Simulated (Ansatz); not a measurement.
**C4H14O7: geometry**

Wanted for C4H14O7: geometry.

Computed with Ansatz 0.2.0 (the levels named in each step, unless a step's input says otherwise).

### Step 1. Starting point

Bond lengths (14 of 20 bonds, heavy atoms first): O4–C5 1.197 Å, C5–C6 1.508 Å, C6–O7 1.401 Å, O8–C9 1.208 Å, C9–C10 1.494 Å, C10–O11 1.399 Å, O1–H12 0.959 Å, O1–H13 0.976 Å, O2–H14 0.960 Å, O2–H15 0.959 Å, O3–H16 0.959 Å, O3–H17 0.980 Å, C5–H18 1.107 Å, C6–H19 1.094 Å. Angles (14 of 23 angles, heavy atoms first): O4–C5–C6 124.8°, C5–C6–O7 114.1°, O8–C9–C10 125.1°, C9–C10–O11 113.0°, O4–C5–H18 121.8°, C6–C5–H18 113.4°, C5–C6–H19 109.9°, C5–C6–H20 106.8°, O7–C6–H19 107.7°, O7–C6–H20 110.7°, C6–O7–H21 108.8°, O8–C9–H22 121.1°, C10–C9–H22 113.8°, C9–C10–H23 106.6°.

As a file:

```xyz
25

O     1.5150    0.8228   -1.5960
O    -4.6090    0.1200   -1.1341
O     0.0363    0.6076    2.3866
O     1.5556   -3.4104    0.8654
C     1.4514   -2.2260    1.0065
C     2.6091   -1.2684    1.1332
O     2.2597    0.0768    0.9556
O    -0.7804    2.3379    0.4503
C    -0.9731    1.9023   -0.6597
C    -1.4123    0.5092   -0.9710
O    -1.1092    0.1191   -2.2803
H     2.2503    1.3033   -1.9799
H     1.8070    0.5523   -0.7052
H    -4.5254   -0.0304   -2.0789
H    -5.1417   -0.5946   -0.7799
H     0.1334    1.0882    3.2104
H    -0.3819    1.2333    1.7585
H     0.4634   -1.7332    1.0842
H     3.3780   -1.5127    0.3944
H     3.0473   -1.4284    2.1320
H     1.4848    0.2842    1.5333
H    -0.8464    2.5379   -1.5515
H    -2.5088    0.4958   -0.8747
H    -1.0045   -0.1923   -0.2280
H    -0.1469    0.2037   -2.3838
```

### Step 2. A rough first relaxation, PBE-D4/def2-SVP

input.yaml

```yaml
crystal:
  periodic: [false, false, false]
  atoms:
    - { symbol: O, position_ang: [1.515, 0.82282, -1.59604] }
    - { symbol: O, position_ang: [-4.60897, 0.11997, -1.13411] }
    - { symbol: O, position_ang: [0.03629, 0.60755, 2.38661] }
    - { symbol: O, position_ang: [1.5556, -3.41035, 0.86537] }
    - { symbol: C, position_ang: [1.45144, -2.22599, 1.0065] }
    - { symbol: C, position_ang: [2.6091, -1.26837, 1.13319] }
    - { symbol: O, position_ang: [2.2597, 0.0768, 0.95564] }
    - { symbol: O, position_ang: [-0.78045, 2.33792, 0.45034] }
    - { symbol: C, position_ang: [-0.97307, 1.90235, -0.65966] }
    - { symbol: C, position_ang: [-1.41235, 0.5092, -0.97103] }
    - { symbol: O, position_ang: [-1.10922, 0.1191, -2.28035] }
    - { symbol: H, position_ang: [2.2503, 1.30329, -1.97994] }
    - { symbol: H, position_ang: [1.80698, 0.5523, -0.70524] }
    - { symbol: H, position_ang: [-4.52543, -0.03042, -2.07887] }
    - { symbol: H, position_ang: [-5.14171, -0.59462, -0.77988] }
    - { symbol: H, position_ang: [0.13338, 1.08823, 3.21035] }
    - { symbol: H, position_ang: [-0.38187, 1.23328, 1.75848] }
    - { symbol: H, position_ang: [0.46341, -1.73319, 1.08419] }
    - { symbol: H, position_ang: [3.37798, -1.51265, 0.39441] }
    - { symbol: H, position_ang: [3.04734, -1.4284, 2.13198] }
    - { symbol: H, position_ang: [1.4848, 0.28424, 1.5333] }
    - { symbol: H, position_ang: [-0.84642, 2.53785, -1.55149] }
    - { symbol: H, position_ang: [-2.50884, 0.4958, -0.87466] }
    - { symbol: H, position_ang: [-1.0045, -0.19227, -0.22802] }
    - { symbol: H, position_ang: [-0.14686, 0.20366, -2.38385] }
basis:
  gaussian: { orbitals: def2-SVP }
hamiltonian:
  xc: pbe
  dispersion: d4
relax:
  f_tol: 0.03
  max_steps: 200
```

On the command line:

```sh
$ ansatz run input.yaml --threads 8 --pin off --max-ram 22528MiB --backend cpu --events-out ev --progress --plain --runs-dir out
```

The runs that follow: Relaxation, PBE0-D4/def2-TZVP.

What does the calculation give? Wanted: O4–C5 at PBE0-D4/def2-TZVP; C5–C6 at PBE0-D4/def2-TZVP; C6–O7 at PBE0-D4/def2-TZVP.

The runs gave:

| quantity | value |
| --- | --- |
| O4–C5 at PBE0-D4/def2-TZVP | 1.197 Å |
| C5–C6 at PBE0-D4/def2-TZVP | 1.512 Å |
| C6–O7 at PBE0-D4/def2-TZVP | 1.403 Å |

**Reading.** The table above holds the result.
